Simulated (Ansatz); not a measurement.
I need the interaction energy of a dimer with the counterpoise correction of BrH. Use Ansatz 0.2.0 through its Python package. Level of theory (for the species named): MP2, def2-SVPD basis, multiplicity 1.

| atom | x (Å) | y (Å) | z (Å) |
| --- | --- | --- | --- |
| H | 0.0000 | 0.0000 | 0.0000 |
| Br | 0.0000 | 0.0000 | 1.4350 |

The script, `brh.py`:
```python
# -*- coding: utf-8 -*-
'''Binding of a BrH dimer at a trial geometry.'''

import ansatz

BASIS_SET = 'def2-SVPD'
METHOD = 'mp2'

FIRST = [
    ('H', (0.0, 0.0, -0.7175)),
    ('Br', (0.0, 0.0, 0.7175)),
]
SECOND = [
    ('H', (-2.1784, 1.8504, -0.0623)),
    ('Br', (-2.8822, 3.0949, -0.1852)),
]

def energy(atoms, ghosts=()):
    molecule = ansatz.Crystal.molecule()
    for symbol, xyz in atoms:
        molecule = molecule.atom(symbol, xyz)
    calc = (
        molecule.calculation()
        .basis(gaussian=BASIS_SET)
        .correlation(METHOD)
    )
    deck = calc.input()
    if ghosts:
        deck = deck.set(ansatz.key.basis.gaussian.ghost_atoms, [{'symbol': s, 'position_ang': list(xyz)} for s, xyz in ghosts])
    return ansatz.Session.from_dict(deck).plan().execute().report['free_energy_ev']


def main():
    # monomers in their own basis and in the basis of the dimer
    both = energy(FIRST + SECOND)
    alone = energy(FIRST) + energy(SECOND)
    ghosted = energy(FIRST, SECOND) + energy(SECOND, FIRST)
    print(f'dimer {both:.6f} eV')
    print(f'interaction, uncorrected   {23.060548 * (both - alone):8.3f} kcal/mol')
    print(f'interaction, counterpoise  {23.060548 * (both - ghosted):8.3f} kcal/mol')
    print(f'basis-set superposition    {23.060548 * (alone - ghosted):8.3f} kcal/mol')


if __name__ == '__main__':
    main()
```

Output of `python brh.py`:
```text
dimer -140026.500022 eV
interaction, uncorrected     -2.036 kcal/mol
interaction, counterpoise    -1.033 kcal/mol
basis-set superposition       1.004 kcal/mol
```

Uncorrected it is -2.036 kcal/mol, with the counterpoise correction -1.033 kcal/mol; the difference, 1.00 kcal/mol, is the superposition error.

The settings weren't tested for convergence. The dimer is a generated trial pose of unrelaxed monomers, not a minimum, so the figure is no binding energy, and the basis set is small. It ran for 2.4 s on 1 thread of AMD EPYC 9R45 96-Core Processor (Zen 5), with other jobs on the host, peak memory 0.24 GiB.

(A comment or docstring line of the script was reworded after the run, the code is as it ran; lines on the test bed's own set-up are left out of the output.)
